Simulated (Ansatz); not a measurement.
## WC, space group Fm-3m: relaxations under a series of pressures, step by step

Computed with Ansatz 0.2.0, Python API.

Notebook, run cell by cell (the value of a cell's last expression is shown):

In [1]:
```python
import warnings

import ansatz
import numpy as np

def edges_and_angles(cell):
    cell = np.asarray(cell)
    a, b, c = np.linalg.norm(cell, axis=1)
    cosines = cell[1] @ cell[2] / (b * c), cell[0] @ cell[2] / (a * c), cell[0] @ cell[1] / (a * b)
    return (a, b, c, *np.degrees(np.arccos(cosines)))
```

In [2]:
```python
warnings.simplefilter('ignore', ansatz.DeckWarning)
```

In [3]:
```python
vectors = np.array([
    [0.0, 2.192684, 2.192684],
    [2.192684, 0.0, 2.192684],
    [2.192684, 2.192684, 0.0],
])
wc = (
    ansatz.Lattice.of(vectors)
    .atom('W', (0.0, 0.0, 0.0))
    .atom('C', (0.5, 0.5, 0.5))
)
```

In [4]:
```python
model = (
    wc.calculation()
    .functional('pbesol')
    .basis(41 * ansatz.Ry)
    .kpoints(11, 11, 11)
    .occupations(ansatz.OccupationsMethod.COLD, width=0.1)
    .scf(tolerance=1e-09)
)
```

In [5]:
```python
# H = F + PV, with 1 GPa A^3 = 1/160.21766 eV
rows = []
for pressure in [-2, 0, 2, 5, 10]:
    out = model.relax(cell=True, pressure=pressure, force_tolerance=0.02).run(threads=1, backend='cpu')
    cell = out.lattice.cell_ang
    n_atoms = len(out.lattice.sites)
    volume = abs(np.linalg.det(cell)) / n_atoms
    enthalpy = out.report['free_energy_ev'] / n_atoms + pressure * volume / 160.21766
    rows.append((pressure, volume, enthalpy, *edges_and_angles(cell)))
    print(f'{pressure} GPa done: {volume:.4f} A^3/atom')
```
```text
-2 GPa done: 10.3109 A^3/atom
0 GPa done: 10.2575 A^3/atom
2 GPa done: 10.2056 A^3/atom
5 GPa done: 10.1304 A^3/atom
10 GPa done: 10.0115 A^3/atom
```

In [6]:
```python
print(' P (GPa)  V (A^3/atom)  H (eV/atom)     a       b       c')
for row in rows:
    print('{:8.1f} {:12.4f} {:14.5f} {:7.4f} {:7.4f} {:7.4f}'.format(*row[:6]))
p, v = np.array([row[0] for row in rows], float), np.array([row[1] for row in rows])
print('mean bulk modulus between rows (GPa):', np.round(-np.diff(p) / np.diff(np.log(v)), 1))
```
```text
 P (GPa)  V (A^3/atom)  H (eV/atom)     a       b       c
    -2.0      10.3109    -5251.53648  3.0781  3.0781  3.0781
     0.0      10.2575    -5251.40810  3.0728  3.0728  3.0728
     2.0      10.2056    -5251.28038  3.0676  3.0676  3.0676
     5.0      10.1304    -5251.09000  3.0600  3.0600  3.0600
    10.0      10.0115    -5250.77575  3.0480  3.0480  3.0480
mean bulk modulus between rows (GPa): [385.4 394.3 405.5 423.5]
```

The volume falls from 10.31 Å³ an atom at -2 GPa to 10.01 at 10 GPa, by 2.9 %. Between -2 and 0 GPa, -V dP/dV is about 385 GPa, a mean over that step.

Notes:
- Total energies depend on the potentials; only differences at equal settings carry meaning.
- At a fixed pressure a relaxation lowers the enthalpy F + PV, while F alone can rise.
- For a metal this k-point mesh is coarse: on a finer one energies can move by several to tens of meV an atom and pressures by half a GPa or more, differences at one mesh by less.
- The program warned that this SCF threshold is loose for forces or stresses.
- Spin-orbit coupling, which matters for elements this heavy, is left out.
- This cell is a computed structure, which may not be the phase found in nature.
- Symmetry holds the cell in this phase, whether or not it is the stable one at each pressure.
- The script silences the warnings on its input, which a real study should read.
- It ran for 33 s on 1 thread of Arm Neoverse V1, on a shared host, peak memory 0.36 GiB.
